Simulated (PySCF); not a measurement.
# C2HCl2F3 (2,2-Dichloro-1,1,1-trifluoroethane): levels of theory compared

We compute a comparison of 6 runs (HF/3-21G, B3LYP/6-31G*, CAM-B3LYP/def2-SVP, wB97M-V/def2-SVP, wB97X/def2-SVP, SCS-MP2/def2-SVP) of C2HCl2F3 (2,2-Dichloro-1,1,1-trifluoroethane). The job is set up through a Python script.

The results are computed with PySCF 2.14.0.

1 further run of the same task is left out (set aside as unsound or not needed).

**1. Starting point**

C2HCl2F3: 8 atoms, total charge 0, spin state singlet. SMILES: `FC(F)(F)C(Cl)Cl`. The coordinates come from a PBE0-D4/def2-TZVP relaxation.

Bond lengths: F1–C2 1.332 Å, C2–F3 1.332 Å, C2–F4 1.325 Å, C2–C5 1.533 Å, C5–Cl6 1.757 Å, C5–Cl7 1.757 Å, C5–H8 1.088 Å. Some angles: F1–C2–F3 107.8°, F1–C2–F4 108.6°, F1–C2–C5 109.7°, F3–C2–F4 108.6°, F3–C2–C5 109.7°, F4–C2–C5 112.5°, C2–C5–Cl6 110.2°, C2–C5–Cl7 110.2°, Cl6–C5–Cl7 112.2°, C2–C5–H8 107.9°.

**2. A single-point energy at HF/3-21G (run 1)**

File job.py:

```python
from pyscf import gto

mol = gto.M(
    atom=[
    ('F', (-0.219880, -1.335100, 1.156620)),
    ('C', (0.179750, -0.765020, 0.020570)),
    ('F', (1.491790, -0.966290, -0.095440)),
    ('F', (-0.429870, -1.366410, -0.989900)),
    ('C', (-0.109700, 0.739490, 0.067610)),
    ('Cl', (-1.826720, 1.018760, 0.311060)),
    ('Cl', (0.489820, 1.517250, -1.388840)),
    ('H', (0.424790, 1.157290, 0.918320)),
],
    charge=0,
    max_memory=1860,
    basis='3-21g',
    verbose=4,
)

mf = mol.RHF()
mf.conv_tol = 1e-10
mf.kernel()
if not mf.converged:
    mf = mf.newton().run(mf.mo_coeff, mf.mo_occ)

energy = mf.e_tot
print('E = %.10f Eh' % energy)
```

Started as:

```sh
$ OMP_NUM_THREADS=1 python job.py
```

Log:

```text
PySCF version 2.14.0

[... 64 lines left out ...]
converged SCF energy = -1287.18152625171
E = -1287.1815262517 Eh
```

Run time: 0.81 s. Hardware: 1 thread of Intel Xeon 6975P-C (Granite Rapids), shared host; peak memory 0.14 GiB.

**3. The energy at B3LYP/6-31G(d) (spherical functions) (run 2)**

File calc.py:

```python
from pyscf import gto, dft

mol = gto.M(
    atom='''
F     -0.415513    -2.522973     2.185695
C      0.339678    -1.445678     0.038872
F      2.819075    -1.826023    -0.180355
F     -0.812337    -2.582141    -1.870640
C     -0.207303     1.397434     0.127764
Cl    -3.452001     1.925177     0.587818
Cl     0.925626     2.867187    -2.624527
H      0.802737     2.186961     1.735373
''',
    spin=0,
    charge=0,
    max_memory=1860,
    verbose=3,
    unit='bohr',
    basis='6-31g*',
)

mf = dft.RKS(mol, xc='b3lyp')
mf.conv_tol = 1e-10
mf.grids.level = 5
mf.kernel()
if not mf.converged:
    mf = mf.newton().run(mf.mo_coeff, mf.mo_occ)

e_final = mf.e_tot
print('E = %.10f Eh' % e_final)
```

Started as:

```sh
$ OMP_NUM_THREADS=1 python calc.py
```

Log:

```text
converged SCF energy = -1296.71041818388
E = -1296.7104181839 Eh
```

Wall time 19 s (1 thread of Intel Xeon 6975P-C (Granite Rapids), shared host); peak memory 0.59 GiB.

Runs 3 to 5 aren't shown in full; the table further down has their settings and results.

**4. A single-point energy at SCS-MP2/def2-SVP (run 6)**

File input.py:

```python
# 2,2-Dichloro-1,1,1-trifluoroethane
from pyscf import gto, scf, mp

molecule = gto.M(
    atom='''
F     -0.415513    -2.522973     2.185695
C      0.339678    -1.445678     0.038872
F      2.819075    -1.826023    -0.180355
F     -0.812337    -2.582141    -1.870640
C     -0.207303     1.397434     0.127764
Cl    -3.452001     1.925177     0.587818
Cl     0.925626     2.867187    -2.624527
H      0.802737     2.186961     1.735373
''',
    spin=0,
    unit='bohr',
    verbose=3,
    max_memory=1860,
    basis='def2-svp',
)

mf = scf.RHF(molecule)
mf.conv_tol = 1e-10
mf.kernel()
if not mf.converged:
    mf = mf.newton().run(mf.mo_coeff, mf.mo_occ)

pt = mp.MP2(mf, frozen=15).run()
e_final = mf.e_tot + 1.2 * pt.e_corr_os + pt.e_corr_ss / 3
print('Final energy', e_final)
```

Started as:

```sh
$ OMP_NUM_THREADS=1 python input.py
```

Log:

```text
converged SCF energy = -1293.03789206872
E(RMP2) = -1294.12159257132  E_corr = -1.08370050259881
E(SCS-RMP2) = -1294.08103746326  E_corr = -1.04314539454404
Final energy -1294.0810374632645
```

Wall time 2.4 s (1 thread of Intel Xeon 6975P-C (Granite Rapids), shared host); peak memory 0.35 GiB.

**5. All runs side by side**

| run | level | integration grid | nlc grid | energy (Eh) | dipole moment (D) of the reference | HOMO energy (eV) | LUMO energy (eV) | wall time |
| --- | --- | --- | --- | --- | --- | --- | --- | --- |
| 1 | HF/3-21G | – | – | -1287.181526 | 1.70 | -12.93 | 3.71 | 0.81 s |
| 2 | B3LYP/6-31G* (spherical functions) | 5 | – | -1296.710418 | 1.26 | -8.85 | -0.50 | 19 s |
| 3 | CAM-B3LYP/def2-SVP | 5 | – | -1296.083792 | 1.35 | -10.42 | 1.56 | 27 s |
| 4 | wB97M-V/def2-SVP | 5 | 1 | -1296.031092 | 1.32 | -11.35 | 2.57 | 1.8 min |
| 5 | wB97X/def2-SVP | 5 | – | -1296.085219 | 1.35 | -11.58 | 2.58 | 27 s |
| 6 | SCS-MP2/def2-SVP | – | – | -1294.081037 | 1.61 | -12.64 | 4.48 | 2.4 s |

**6. Outcome**

| quantity | value |
| --- | --- |
| run 6: total energy | -1294.08104 Eh |
| run 6: dipole moment (Hartree–Fock density) | 1.61 D |
| run 6: HOMO energy (Hartree–Fock orbitals) | -12.64 eV |
| run 6: LUMO energy (Hartree–Fock orbitals) | 4.48 eV |
| run 6: HOMO–LUMO gap (Hartree–Fock orbitals) | 17.12 eV |
| run 6: correlation energy (15 core orbitals frozen) | -1043.1 mEh |

Over runs 1, 2, 3, 4, 5 the dipole moment (its size) runs from 1.26 D (B3LYP/6-31G*) to 1.70 D (HF/3-21G). The two ends differ in method and basis. Over runs 1, 2, 3, 4, 5 the HOMO–LUMO gap runs from 8.36 eV (B3LYP/6-31G*) to 16.64 eV (HF/3-21G). Totals of different functionals can't be ranked against each other. All runs together took 3 min, the longest 1.8 min.
